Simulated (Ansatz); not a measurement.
# C6H7N (2-methylpyridine): BLYP/6-31G(d) (spherical functions)

What is the vertical ionisation energy of C6H7N (2-methylpyridine) at BLYP/6-31G* (spherical functions)? 

The calculation is run with Ansatz 0.2.0.

41 further runs of the same task are left out: 41 set aside as unsound or not needed. Runs told in other sessions of the task aren't counted.

## (1) The molecule

C6H7N has 14 atoms, charge 0, and is taken as a singlet. SMILES: `Cc1ccccn1`. The coordinates come from a PBE0-D4/def2-TZVP relaxation.

Bond lengths: C1–C2 1.497 Å, C2–C3 1.395 Å, C3–C4 1.381 Å, C4–C5 1.387 Å, C5–C6 1.384 Å, C2–N7 1.331 Å, C6–N7 1.329 Å, C1–H8 1.093 Å, C1–H9 1.093 Å, C1–H10 1.089 Å, C3–H11 1.084 Å, C4–H12 1.084 Å, C5–H13 1.083 Å, C6–H14 1.087 Å. Some angles: C1–C2–C3 120.9°, C1–C2–N7 117.2°, C3–C2–N7 121.9°, C2–C3–C4 119.3°, C3–C4–C5 118.8°, C4–C5–C6 117.9°, C5–C6–N7 123.8°, C2–N7–C6 118.3°, C2–C1–H8 111.0°, C2–C1–H9 111.1°.

## (2) The energy at BLYP/6-31G(d) (spherical functions)

in.yaml

```yaml
crystal:
  periodic: [false, false, false]
  atoms:
    - symbol: C
      position_ang: [1.529800, 0.592680, 1.489460]
    - symbol: C
      position_ang: [0.498030, 0.271780, 0.453520]
    - symbol: C
      position_ang: [-0.041010, -1.010880, 0.352280]
    - symbol: C
      position_ang: [-0.991540, -1.270440, -0.615810]
    - symbol: C
      position_ang: [-1.381650, -0.242290, -1.460470]
    - symbol: C
      position_ang: [-0.792430, 0.997860, -1.286300]
    - symbol: N
      position_ang: [0.122980, 1.258300, -0.358040]
    - symbol: H
      position_ang: [1.142630, 0.416360, 2.496660]
    - symbol: H
      position_ang: [2.416390, -0.035590, 1.368570]
    - symbol: H
      position_ang: [1.824010, 1.637250, 1.403360]
    - symbol: H
      position_ang: [0.288340, -1.790270, 1.030440]
    - symbol: H
      position_ang: [-1.423340, -2.260480, -0.711850]
    - symbol: H
      position_ang: [-2.123160, -0.395570, -2.234860]
    - symbol: H
      position_ang: [-1.069040, 1.831260, -1.926950]
basis:
  gaussian:
    orbitals: 6-31G_st_-spherical.json
accuracy: high
hamiltonian:
  xc: {name: BLYP}
output:
  orbitals: {seedname: orbitals}
```

The basis set 6-31G* is read from a file made from the Basis Set Exchange's data (not shown).

Run with:

```bash
$ ansatz run in.yaml --threads 1 --pin off --max-ram 3480MiB --events-out events.jsonl --progress --plain --runs-dir runs
```

Log:

```text
Warning: RAYON_NUM_THREADS=1 ignored (pool sized by the plan → 1); use --threads N
Functional definition: BLYP
  name "BLYP"
  parameter beta = 0.0042
  parameter a = 0.04918
  parameter b = 0.132
  parameter c = 0.2533
  parameter d = 0.349
  exchange = b88_x(beta = beta)
  correlation = lyp_c(a = a, b = b, c = c, d = d)
2828 factors; integrals over basis functions are off by at most 3.0e-9 eV
mean field evaluation 1: about -7810.5178 eV, gradient 6.7e1 eV
mean field evaluation 2: about -7800.4201 eV, gradient 9.2e1 eV
mean field evaluation 4: about -7822.0825 eV, gradient 8.8e0 eV
mean field evaluation 8: about -7822.2472 eV, gradient 1.9e-1 eV
mean field evaluation 16: about -7822.2473 eV, gradient 1.4e-4 eV
mean field -7822.24729754 eV, -287.4622860750 hartree, gradient 7.8e-8 eV, S^2 0.000000; 0 other end points of the search recorded, 0 dependent functions left out
reference -7822.24735324 eV, -287.4622881218 hartree; 25, 25 occupied and 87, 87 virtual orbitals, 2828 factors
Total energy: -7822.24735324 eV, -287.4622881218 hartree
```

Run time: 6.9 s. Hardware: 1 thread of Intel Xeon 6975P-C (Granite Rapids), shared host; peak memory 0.38 GiB.

## (3) The doublet cation

input.yaml

```yaml
crystal:
  periodic: [false, false, false]
  atoms:
    - {symbol: C, position_ang: [1.529800, 0.592680, 1.489460]}
    - {symbol: C, position_ang: [0.498030, 0.271780, 0.453520]}
    - {symbol: C, position_ang: [-0.041010, -1.010880, 0.352280]}
    - {symbol: C, position_ang: [-0.991540, -1.270440, -0.615810]}
    - {symbol: C, position_ang: [-1.381650, -0.242290, -1.460470]}
    - {symbol: C, position_ang: [-0.792430, 0.997860, -1.286300]}
    - {symbol: "N", position_ang: [0.122980, 1.258300, -0.358040]}
    - {symbol: H, position_ang: [1.142630, 0.416360, 2.496660]}
    - {symbol: H, position_ang: [2.416390, -0.035590, 1.368570]}
    - {symbol: H, position_ang: [1.824010, 1.637250, 1.403360]}
    - {symbol: H, position_ang: [0.288340, -1.790270, 1.030440]}
    - {symbol: H, position_ang: [-1.423340, -2.260480, -0.711850]}
    - {symbol: H, position_ang: [-2.123160, -0.395570, -2.234860]}
    - {symbol: H, position_ang: [-1.069040, 1.831260, -1.926950]}
basis:
  gaussian:
    orbitals: 6-31G_st_-spherical.json
output:
  orbitals: {seedname: orbitals}
hamiltonian:
  xc: {name: BLYP}
total_charge: 1
accuracy: high
magnetization:
  spin_polarized: true
  initial_magnetization: 1
```

The basis set 6-31G* is read from a file made from the Basis Set Exchange's data (not shown).

Run with:

```bash
$ ansatz run input.yaml --threads 1 --pin off --max-ram 3480MiB --events-out events.jsonl --progress --plain --runs-dir runs
```

Log, cut to the lines that bear on the results:

```text
Warning: RAYON_NUM_THREADS=1 ignored (pool sized by the plan → 1); use --threads N
[... 9 set-up lines as earlier in the session ...]
2828 factors; integrals over basis functions are off by at most 3.0e-9 eV
mean field evaluation 1: about -7797.8570 eV, gradient 5.5e1 eV
mean field evaluation 2: about -7770.9086 eV, gradient 8.8e1 eV
mean field evaluation 4: about -7812.2717 eV, gradient 1.7e1 eV
mean field evaluation 8: about -7812.2666 eV, gradient 1.6e1 eV
mean field evaluation 16: about -7813.6326 eV, gradient 1.2e-1 eV
mean field evaluation 32: about -7813.5539 eV, gradient 7.5e-1 eV
mean field -7813.63588584 eV, -287.1458225319 hartree, gradient 2.0e-8 eV, S^2 0.752795; 4 other end points of the search recorded, 0 dependent functions left out
reference -7813.63593616 eV, -287.1458243814 hartree; 25, 24 occupied and 87, 88 virtual orbitals, 2828 factors
Total energy: -7813.63593616 eV, -287.1458243814 hartree
```

Run time: 24 s. Hardware: 1 thread of Intel Xeon 6975P-C (Granite Rapids), shared host; peak memory 0.48 GiB.

## (4) Outcome

At BLYP/6-31G* (spherical functions):

| quantity | value |
| --- | --- |
| singlet C6H7N: total energy | -287.46229 Eh |
| singlet C6H7N: HOMO energy | -5.23 eV |
| singlet C6H7N: LUMO energy | -0.95 eV |
| singlet C6H7N: HOMO–LUMO gap | 4.27 eV |
| doublet cation: total energy | -287.14582 Eh |
| doublet cation: HOMO energy (highest over α and β) | -11.78 eV |
| doublet cation: LUMO energy (lowest over α and β) | -11.71 eV |
| doublet cation: ⟨S²⟩ | 0.753 |
| vertical ionisation energy (to the doublet cation) | 8.611 eV |

In words: The vertical ionisation energy comes to 8.61 eV (199 kcal/mol). −ε(HOMO) before ionisation, 5.23 eV, is 3.39 eV below this ionisation energy.
